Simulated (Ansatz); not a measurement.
# C2H8O4Si: the cost of one run

Program: Ansatz 0.2.0. Level of theory: RKS BHLYP-D4/6-31G. These are calculated values, not measurements.

## Step 1: The structure to begin with

Bond lengths: Si1–O2 1.680 Å, O2–C3 1.420 Å, C3–H4 1.110 Å, C3–H5 1.110 Å, C3–H6 1.110 Å, Si1–O7 1.680 Å, O7–C8 1.420 Å, C8–H9 1.110 Å, C8–H10 1.110 Å, C8–H11 1.110 Å, Si1–O12 1.679 Å, O12–H13 1.010 Å, Si1–O14 1.679 Å, O14–H15 1.010 Å. Angles (14 of 22 angles, heavy atoms first): Si1–O2–C3 125.0°, O2–Si1–O7 109.4°, O2–Si1–O12 109.5°, O2–Si1–O14 109.5°, O7–Si1–O12 109.5°, O7–Si1–O14 109.5°, O12–Si1–O14 109.5°, Si1–O7–C8 125.0°, O2–C3–H4 109.5°, O2–C3–H5 109.5°, O2–C3–H6 109.5°, O7–C8–H9 109.5°, O7–C8–H10 109.5°, O7–C8–H11 109.5°.

Structure file:

```xyz
15

Si    0.0000    0.0000    0.0000
O     0.0000    0.0000    1.6800
C    -1.1112   -0.3437    2.4945
H    -1.8140   -0.9775    1.9143
H    -0.7584   -0.9037    3.3856
H    -1.6313    0.5809    2.8212
O     1.5842    0.0000   -0.5594
C     2.3503   -1.1632   -0.8360
H     1.7187   -1.9052   -1.3675
H     3.2179   -0.8926   -1.4733
H     2.7141   -1.6023    0.1163
O    -0.7913    1.3709   -0.5594
H    -1.7491    1.1401   -0.7818
O    -0.7913   -1.3709   -0.5594
H    -1.2459   -1.8365    0.2129
```

## Step 2: Relaxing the start

input.yaml reads:

```yaml
crystal:
  periodic: [false, false, false]
  atoms:
    - { symbol: Si, position_ang: [0.0, 0.0, 0.0] }
    - { symbol: O, position_ang: [0.0, 0.0, 1.68] }
    - { symbol: C, position_ang: [-1.1112, -0.3437, 2.4945] }
    - { symbol: H, position_ang: [-1.814, -0.9775, 1.9143] }
    - { symbol: H, position_ang: [-0.7584, -0.9037, 3.3856] }
    - { symbol: H, position_ang: [-1.6313, 0.5809, 2.8212] }
    - { symbol: O, position_ang: [1.5842, 0.0, -0.5594] }
    - { symbol: C, position_ang: [2.3503, -1.1632, -0.836] }
    - { symbol: H, position_ang: [1.7187, -1.9052, -1.3675] }
    - { symbol: H, position_ang: [3.2179, -0.8926, -1.4733] }
    - { symbol: H, position_ang: [2.7141, -1.6023, 0.1163] }
    - { symbol: O, position_ang: [-0.7913, 1.3709, -0.5594] }
    - { symbol: H, position_ang: [-1.7491, 1.1401, -0.7818] }
    - { symbol: O, position_ang: [-0.7913, -1.3709, -0.5594] }
    - { symbol: H, position_ang: [-1.2459, -1.8365, 0.2129] }
basis:
  gaussian: { orbitals: "6-31G" }
hamiltonian:
  xc: { name: BHLYP }
  dispersion: d4
relax:
  f_tol: 0.02
  max_steps: 40
output:
  orbitals: {}
```

On the command line:

```
> ansatz run input.yaml --threads 1 --pin off --max-ram 2048MiB --backend cpu --events-out ev --progress --plain --runs-dir out
```

Q: Estimate wall time and peak memory on 1 thread of Arm Neoverse V2, shared host.

About 2.2 min, with a peak of 0.21 GiB.
